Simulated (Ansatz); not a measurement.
**C₃H₄FGe radical: a ladder of functionals and wavefunction methods**

Aim: compute C₃H₄FGe radical with functionals from several rungs and with coupled cluster. The yardstick is the atomisation energy at the CCSD(T) limit.

The runs use Ansatz 0.2.0, Gaussian basis; functionals in def2-TZVPP, the program's frozen cores in correlated methods.

Plan: LDA (SPW92), PBE-D4, revPBE-D4, BLYP-D4, r2SCAN-D4, B97M-V, PBE0-D4, B3LYP-D4, r2SCANh-D4, r2SCAN0-D4, HSE06-D4, BHLYP-D4, CAM-B3LYP-D4, LC-ωPBE, ωB97X-V, ωB97M-V, B2PLYP, PBE-QIDH; CCSD(T)/def2-SVP; CCSD(T)/def2-TZVPP; MP2/def2-QZVPP; extrapolation to the limit; RPA on PBE.

**1. The geometry**

An earlier PBE0-D4 in a triple-zeta def2 set relaxation fixed the geometry.

9 atoms, charge 0, spin multiplicity 2.

Atoms are counted from 1 here; the program's logs count them from 0.

Bond lengths: C1–C2 1.208 Å, C1–H6 1.066 Å, C2–Ge3 1.900 Å, Ge3–C4 1.952 Å, Ge3–F5 1.749 Å, C4–H7 1.092 Å, C4–H8 1.089 Å, C4–H9 1.090 Å. Angles: C2–C1–H6 178.7°, C1–C2–Ge3 172.8°, C2–Ge3–C4 112.0°, C2–Ge3–F5 105.5°, C4–Ge3–F5 106.4°, Ge3–C4–H7 107.6°, Ge3–C4–H8 110.2°, Ge3–C4–H9 109.5°, H7–C4–H8 109.8°, H7–C4–H9 109.8°, H8–C4–H9 109.9°.

**2. LDA**

This LDA is Slater exchange with PW92 correlation.

File in.yaml:

```yaml
crystal:
  periodic: [false, false, false]
  atoms:
    - {symbol: C, position_ang: [-0.096084, 2.656790, -0.010097]}
    - {symbol: C, position_ang: [0.262927, 1.509346, -0.128073]}
    - {symbol: Ge, position_ang: [0.990202, -0.245589, -0.147881]}
    - {symbol: C, position_ang: [-0.310802, -1.581360, 0.430562]}
    - {symbol: F, position_ang: [1.338093, -0.589651, -1.826608]}
    - {symbol: H, position_ang: [-0.427612, 3.666577, 0.075789]}
    - {symbol: H, position_ang: [-1.143317, -1.558911, -0.275659]}
    - {symbol: H, position_ang: [0.142382, -2.571171, 0.435045]}
    - {symbol: H, position_ang: [-0.667291, -1.332233, 1.429923]}
basis:
  gaussian: {orbitals: def2-TZVPP}
magnetization: {spin_polarized: true, initial_magnetization: 1}
hamiltonian: {xc: lda}
output: {orbitals: {seedname: orbitals}}
```

The run is started by

```
> ansatz run in.yaml --threads 2 --pin off --events-out ev --progress --plain --max-ram 32768MiB --backend cpu
```

The runs that follow: PBE-D4 (GGA); revPBE-D4 (GGA); BLYP-D4 (GGA); r2SCAN-D4 (meta-GGA); B97M-V (meta-GGA); B3LYP-D4 (hybrid); r2SCANh-D4 (hybrid); r2SCAN0-D4 (hybrid); HSE06-D4 (hybrid); BHLYP-D4 (hybrid); CAM-B3LYP-D4 (range-separated); LC-ωPBE (range-separated); ωB97X-V (range-separated); ωB97M-V (range-separated); B2PLYP (double hybrid); PBE-QIDH (double hybrid); CCSD(T) in def2-SVP; CCSD(T) in def2-TZVPP; MP2 in def2-QZVPP; RPA on PBE orbitals.

Q: Predict the results of all the runs planned. Wanted: atomisation energy, CCSD(T)/CBS; farthest beyond LDA; mean size of error, GGA; mean size of error, meta-GGA; mean size of error, hybrid; mean size of error, range-separated; mean size of error, double hybrid; gap, smallest and largest; T1 diagnostic.

The runs gave:

```
                               quantity                                                                                                                                      value
        atomisation energy, CCSD(T)/CBS                                                                                                                             845.2 kcal/mol
functionals within 8.5 kcal/mol (1.0 %)  revPBE-D4, BLYP-D4, r2SCAN-D4, B97M-V, PBE0-D4, B3LYP-D4, r2SCANh-D4, HSE06-D4, CAM-B3LYP-D4, LC-ωPBE, ωB97X-V, ωB97M-V, B2PLYP, PBE-QIDH
                    farthest beyond LDA                                                                                                                  BHLYP-D4 (-31.2 kcal/mol)
                mean size of error, GGA                                                                                                                               9.0 kcal/mol
           mean size of error, meta-GGA                                                                                                                               4.6 kcal/mol
             mean size of error, hybrid                                                                                                                               9.0 kcal/mol
    mean size of error, range-separated                                                                                                                               0.8 kcal/mol
      mean size of error, double hybrid                                                                                                                               3.3 kcal/mol
              gap, smallest and largest                                                                                                   0.92 eV (LDA (SPW92)), 8.33 eV (LC-ωPBE)
                          T1 diagnostic                                                                                                                                     0.0169
triples share of the correlation energy                                                                                                                                      4.1 %
```

LDA overbinds by 129.0 kcal/mol (15 %). PBE-D4 is off by +24.5 kcal/mol. Double hybrids carry the basis error of their MP2 part in triple zeta, and no dispersion term here, so their miss is partly the set-up's. The rungs range-separated, double hybrid, meta-GGA miss on average by less than the doubt on the reference (8.5 kcal/mol), so they tie. The reference freezes the cores and leaves out relativity and excitations past (T), and its outer-core shells are covered unevenly, so misses under about 8.5 kcal/mol can't be ranked. Hartree-Fock recovers 73 % of the binding; the rest is correlation. CCSD(T) in def2-SVP is off by -44.6 kcal/mol, which most functionals beat. Orbital gaps span 0.9 to 8.3 eV; exact exchange widens them. Correlated methods include outer-core shells of Ge, which these sets cover unevenly.
